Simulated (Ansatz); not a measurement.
# InCNClF (SMILES N#[C][In]([F])[Cl]) at CCSD(T)/def2-SVP (core potential)

Aim: the energy change on altering one bond length of InCNClF at CCSD(T)/def2-SVP (core potential), from 2 runs. 

The results are computed with Ansatz 0.2.0.

127 further runs of the same task are left out: 7 that didn't finish, 120 set aside as unsound or not needed.

**1. The molecule**

InCNClF has 5 atoms, charge 0, and is taken as a singlet. SMILES: `N#[C][In]([F])[Cl]`. The coordinates come from a PBE0-D4/def2-TZVP relaxation.

Bond lengths: N1–C2 1.152 Å, C2–In3 2.082 Å, In3–F4 1.924 Å, In3–Cl5 2.280 Å. Angles: N1–C2–In3 178.9°, C2–In3–F4 118.2°, C2–In3–Cl5 125.8°, F4–In3–Cl5 115.9°.

**2. The energy at CCSD(T)/def2-SVP (core potential)**

input.yaml reads:

```yaml
crystal:
  periodic: [false, false, false]
  atoms:
    - {symbol: "N", position_ang: [-1.392600, 1.451400, 1.648800]}
    - {symbol: C, position_ang: [-0.781900, 0.784400, 0.934900]}
    - {symbol: In, position_ang: [0.330400, -0.389600, -0.376400]}
    - {symbol: F, position_ang: [0.434400, -2.280900, -0.039700]}
    - {symbol: Cl, position_ang: [1.459700, 0.361000, -2.209100]}
basis:
  gaussian: {orbitals: def2-SVP}
correlation: {method: ccsd_t, frozen_orbitals: {C: 1, Cl: 5, F: 1, In: 4, "N": 1}}
accuracy: high
scf: {omitted_lower_state_checks: [cluster_reference, increment]}
```

On the command line:

```
$ ansatz run input.yaml --threads 1 --pin off --max-ram 3480MiB --events-out events.jsonl --progress --plain --runs-dir runs
```

Log:

```text
Warning: RAYON_NUM_THREADS=1 ignored (pool sized by the plan → 1); use --threads N
Functional definition: HF
  name "HF"
  exchange = exact_x
  correlation = 0
these checks for a lower state are left out or cut short: cluster_reference, increment
1856 factors; integrals over basis functions are off by at most 7.9e-9 eV
mean field evaluation 1: about -22859.5172 eV, gradient 4.2e1 eV
mean field evaluation 2: about -22859.6741 eV, gradient 4.2e1 eV
mean field evaluation 4: about -22863.8073 eV, gradient 3.5e0 eV
mean field evaluation 8: about -22863.8741 eV, gradient 4.0e-1 eV
mean field evaluation 16: about -22863.8749 eV, gradient 2.3e-8 eV
mean field -22863.87487994 eV, -840.2319041468 hartree, gradient 2.4e-8 eV, S^2 0.000000; 0 other end points of the search recorded, 0 dependent functions left out
12 core orbitals not correlated: weight in the atoms' cores, before any rotation towards them, 1.000 or more for the frozen orbitals, at most 0.000 for the correlated occupied ones
reference -22863.87487994 eV, -840.2319041468 hartree; 18, 18 occupied and 56, 56 virtual orbitals, 1856 factors
second order -18.25783038 eV of doubles, -0.00000000 eV of singles
cycle   1  -18.10290960 eV  change    1.5e-1 eV  update   1.2e-1
cycle   2  -18.61126523 eV  change   -5.1e-1 eV  update   3.9e-2
cycle   3  -18.75303689 eV  change   -1.4e-1 eV  update   2.2e-2
cycle   4  -18.75879083 eV  change   -5.8e-3 eV  update   6.5e-3
cycle   5  -18.75816876 eV  change    6.2e-4 eV  update   2.7e-3
cycle   6  -18.75941226 eV  change   -1.2e-3 eV  update   8.3e-4
cycle   7  -18.75946928 eV  change   -5.7e-5 eV  update   3.1e-4
cycle   8  -18.75946297 eV  change    6.3e-6 eV  update   9.8e-5
cycle   9  -18.75949915 eV  change   -3.6e-5 eV  update   4.2e-5
cycle  10  -18.75950451 eV  change   -5.4e-6 eV  update   1.7e-5
cycle  11  -18.75948710 eV  change    1.7e-5 eV  update   7.1e-6
cycle  12  -18.75948772 eV  change   -6.2e-7 eV  update   2.6e-6
cycle  13  -18.75948602 eV  change    1.7e-6 eV  update   9.2e-7
cycle  14  -18.75948613 eV  change   -1.1e-7 eV  update   4.1e-7
cycle  15  -18.75948643 eV  change   -3.0e-7 eV  update   1.8e-7
cycle  16  -18.75948651 eV  change   -7.7e-8 eV  update   7.7e-8
cycle  17  -18.75948652 eV  change   -1.2e-8 eV  update   4.0e-8
cycle  18  -18.75948625 eV  change    2.7e-7 eV  update   1.7e-7
cycle  19  -18.75948615 eV  change    9.7e-8 eV  update   4.4e-8
cycle  20  -18.75948612 eV  change    3.1e-8 eV  update   1.7e-8
cycle  21  -18.75948612 eV  change   7.5e-10 eV  update   5.8e-9
cycle  22  -18.75948612 eV  change   6.1e-11 eV  update   2.1e-9
perturbative correction -0.58226711 eV, -0.0213979216 hartree
Total energy: -22883.21663317 eV, -840.9427004677 hartree
Checks for a lower state left out: cluster_reference, increment
```

Run time: 53 s. Hardware: 1 thread of Arm Neoverse N1, shared host; peak memory 0.47 GiB.

**3. The distorted shape at the same level**

molecule.yaml reads:

```yaml
crystal:
  periodic: [false, false, false]
  atoms:
    - {symbol: N, position_ang: [-1.575799, 1.651488, 1.862957]}
    - {symbol: C, position_ang: [-0.781900, 0.784400, 0.934900]}
    - {symbol: In, position_ang: [0.330400, -0.389600, -0.376400]}
    - {symbol: F, position_ang: [0.434400, -2.280900, -0.039700]}
    - {symbol: Cl, position_ang: [1.459700, 0.361000, -2.209100]}
basis:
  gaussian: {orbitals: def2-SVP}
correlation: {method: ccsd_t, frozen_orbitals: {C: 1, Cl: 5, F: 1, In: 4, "N": 1}}
accuracy: high
scf: {omitted_lower_state_checks: [cluster_reference, increment]}
```

On the command line:

```
$ ansatz run molecule.yaml --threads 1 --pin off --max-ram 3480MiB --events-out events.jsonl --progress --plain --runs-dir runs
```

Log:

```text
Warning: RAYON_NUM_THREADS=1 ignored (pool sized by the plan → 1); use --threads N
[... 4 set-up lines as earlier in the session ...]
these checks for a lower state are left out or cut short: cluster_reference, increment
1854 factors; integrals over basis functions are off by at most 9.3e-9 eV
mean field evaluation 1: about -22853.7789 eV, gradient 4.5e1 eV
mean field evaluation 2: about -22853.8822 eV, gradient 4.5e1 eV
mean field evaluation 4: about -22858.5275 eV, gradient 1.1e1 eV
mean field evaluation 8: about -22858.8659 eV, gradient 1.0e0 eV
mean field evaluation 16: about -22858.8854 eV, gradient 1.1e-3 eV
mean field evaluation 32: about -22858.7921 eV, gradient 1.0e0 eV
mean field -22858.88543533 eV, -840.0485454395 hartree, gradient 6.8e-8 eV, S^2 0.000000; 4 other end points of the search recorded, 0 dependent functions left out; unrestricted orbitals would lower it
12 core orbitals not correlated: weight in the atoms' cores, before any rotation towards them, 1.000 or more for the frozen orbitals, at most 0.000 for the correlated occupied ones
reference -22858.88543533 eV, -840.0485454395 hartree; 18, 18 occupied and 56, 56 virtual orbitals, 1854 factors
second order -20.65707562 eV of doubles, -0.00000000 eV of singles
cycle   1  -18.83811044 eV  change     1.8e0 eV  update   2.3e-1
cycle   2  -20.06155445 eV  change    -1.2e0 eV  update   1.0e-1
cycle   3  -20.31957896 eV  change   -2.6e-1 eV  update   4.0e-2
cycle   4  -20.35998190 eV  change   -4.0e-2 eV  update   1.7e-2
cycle   5  -20.39063014 eV  change   -3.1e-2 eV  update   8.5e-3
cycle   6  -20.38501548 eV  change    5.6e-3 eV  update   2.5e-3
cycle   7  -20.38598842 eV  change   -9.7e-4 eV  update   1.1e-3
cycle   8  -20.38792802 eV  change   -1.9e-3 eV  update   4.7e-4
cycle   9  -20.38851169 eV  change   -5.8e-4 eV  update   1.7e-4
cycle  10  -20.38847682 eV  change    3.5e-5 eV  update   7.1e-5
cycle  11  -20.38852735 eV  change   -5.1e-5 eV  update   3.7e-5
cycle  12  -20.38861840 eV  change   -9.1e-5 eV  update   1.5e-5
cycle  13  -20.38860054 eV  change    1.8e-5 eV  update   5.8e-6
cycle  14  -20.38861051 eV  change   -1.0e-5 eV  update   2.8e-6
cycle  15  -20.38861287 eV  change   -2.4e-6 eV  update   1.3e-6
cycle  16  -20.38861012 eV  change    2.8e-6 eV  update   4.6e-7
cycle  17  -20.38861033 eV  change   -2.1e-7 eV  update   2.0e-7
cycle  18  -20.38861025 eV  change    7.7e-8 eV  update   1.1e-7
cycle  19  -20.38861032 eV  change   -7.6e-8 eV  update   7.5e-8
cycle  20  -20.38860923 eV  change    1.1e-6 eV  update   2.5e-7
cycle  21  -20.38860954 eV  change   -3.1e-7 eV  update   9.0e-8
cycle  22  -20.38860927 eV  change    2.8e-7 eV  update   4.8e-8
cycle  23  -20.38860922 eV  change    4.4e-8 eV  update   2.1e-8
cycle  24  -20.38860921 eV  change    1.2e-8 eV  update   1.0e-8
cycle  25  -20.38860919 eV  change    1.8e-8 eV  update   4.7e-9
cycle  26  -20.38860919 eV  change    3.4e-9 eV  update   1.6e-9
perturbative correction -0.94388023 eV, -0.0346869585 hartree
Total energy: -22880.21792475 eV, -840.8324999658 hartree
Checks for a lower state left out: cluster_reference, increment
```

Wall time 64 s (1 thread of Arm Neoverse N1, shared host); peak memory 0.47 GiB.

**4. Results**

Level: CCSD(T)/def2-SVP (core potential), 12 core orbitals frozen.

```
                                                         quantity          value
                                        first shape: total energy  -840.94270 Eh
        first shape: correlation energy (12 core orbitals frozen)     -710.8 mEh
                                      first shape: (T) correction     -21.40 mEh
                                       first shape: T1 diagnostic          0.014
                                    distorted shape: total energy  -840.83250 Eh
    distorted shape: correlation energy (12 core orbitals frozen)     -784.0 mEh
                                  distorted shape: (T) correction     -34.69 mEh
                                   distorted shape: T1 diagnostic          0.026
energy change with the N1–C2 bond stretched from 1.152 to 1.498 Å       2.999 eV
```

What this shows: With the N1–C2 bond stretched from 1.152 to 1.498 Å the energy rises by 3.00 eV (69 kcal/mol). The first shape isn't relaxed at this level, so the change isn't measured from a minimum. The triples (first shape) make up 3.0 % of the correlation energy. The T1 diagnostic (distorted shape) of 0.026 is above the customary mark for such species, so a single reference may not serve. The restricted solution (distorted shape) is unstable to spin breaking: an unrestricted one lies lower. The triples (distorted shape) make up 4.4 % of the correlation energy.
